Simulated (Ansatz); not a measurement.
The system is MnSb4.

```xyz
5
Lattice="3.0805 0.0000 0.0000 0.0000 3.0805 0.0000 0.0000 0.0000 14.9942" Properties=species:S:1:pos:R:3 pbc="T T T"
Sb    0.0000    0.0000   12.2905
Sb    0.0000    0.0000    9.0048
Sb    0.0000    0.0000    5.9894
Sb    0.0000    0.0000    2.7037
Mn    0.0000    0.0000    0.0000
```

The cell comes from a database or a generator and needn't be the stable form of this composition.

Base run:

```yaml
Program: Ansatz 0.2.0
Functional: LDA
Potentials_or_basis: Ansatz PAW
Cutoff: 420 eV
Density_cutoff: 1680 eV
k_mesh: 9 × 9 × 2
Occupations: fermi-dirac, width 0.05 eV
Spin: collinear spin, ferromagnetic start
Starting_moments: "[0.0, 0.0, 0.0, 0.0, 4.0] μB"
Hubbard_terms: Mn d U = 2 eV
```

Its results: band gap on the k mesh none (metal or under the smearing width); pressure -3.3 GPa; net moment 4.31 μB per cell; site moments Sb -0.03, +0.00; Mn +4.07 μB; largest force 0.108 eV/Å.

After a change of settings the same cell gave: band gap on the k mesh none (metal or under the smearing width); pressure -3.8 GPa; net moment 4.18 μB per cell; site moments Sb -0.03, +0.00; Mn +3.96 μB; largest force 0.064 eV/Å. Which change was it?
A. hubbard terms from Mn d U = 2 eV to Mn d U = 8 eV
B. hubbard terms from Mn d U = 2 eV to Mn d U = 1 eV
C. hubbard terms from Mn d U = 2 eV to none; hubbard projectors from ortho-atomic (the default) to none
D. functional from LDA to PBE; hubbard terms from Mn d U = 2 eV to none; hubbard projectors from ortho-atomic (the default) to none

B.

Caveats: the magnetic or orbital state may not be the lowest; a cell with one magnetic atom can't hold antiferromagnetic order, which such compounds often take; the PAW data sets come from PBE, with cores solved anew for the run's functional, which leaves a small shift of forces and pressure; the U is typed as a test and isn't derived for this compound; the density of states is complete only up to the lowest level of the last band computed.

Not every run made on this cell is shown here.
